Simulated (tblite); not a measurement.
# C6H8ClFO: the cost of one run

Programs: tblite 0.8.0 and PySCF 2.14.0, with density-fitted response routines of our own. Each step states its level of theory. These are calculated values for one molecule in the gas phase, unless marked as measured. Atoms count from 0, in the outputs and in this text.

## (1) Starting geometry

17 atoms, charge 0, multiplicity 1; geometry from: force field or distance geometry start.

Bonds of the start (Å): C0–C1 1.48, C1–C2 1.54, C2–O3 1.41, O3–C4 1.39, C4–C5 1.33, C5–Cl6 1.76, C5–C7 1.47, C7–F8 1.41, C7–C1 1.51, C0–H9 1.14, C0–H10 1.08, C0–H11 1.13, C1–H12 1.11, C2–H13 1.09, C2–H14 1.11, C4–H15 1.09, C7–H16 1.10.

## (2) Relaxing the molecule with GFN2-xTB

The job: settings as JSON, then the geometry in Å.

```
{"job": {"kind": "relax", "xc": "GFN2-xTB", "basis": "xTB"}, "charge": 0, "multiplicity": 1}
C     -1.305300     0.957100     0.396500
C     -0.762900    -0.039800    -0.558000
C     -0.575500    -1.371600     0.190900
O      0.371800    -1.203200     1.220800
C      1.435800    -0.305600     1.133300
C      1.536800     0.403300     0.010100
Cl     2.859900     1.552900    -0.161000
C      0.599700     0.290700    -1.121600
F      0.937000    -0.828600    -1.902000
H     -2.197500     1.431700    -0.120900
H     -0.622200     1.688300     0.808200
H     -1.800500     0.393900     1.245000
H     -1.456500    -0.181500    -1.412400
H     -1.561400    -1.649400     0.575800
H     -0.193000    -2.124200    -0.526300
H      2.142200    -0.197400     1.957100
H      0.584600     1.195300    -1.745400
```

Run with:

```sh
> OMP_NUM_THREADS=1 python probes_run.py task.json out
```

This one command runs all jobs of the session in turn.

**Question.** How long does this first job take on 1 thread of Intel Xeon Platinum 8259CL at 2.50GHz, shared host?

About 1.1 s.
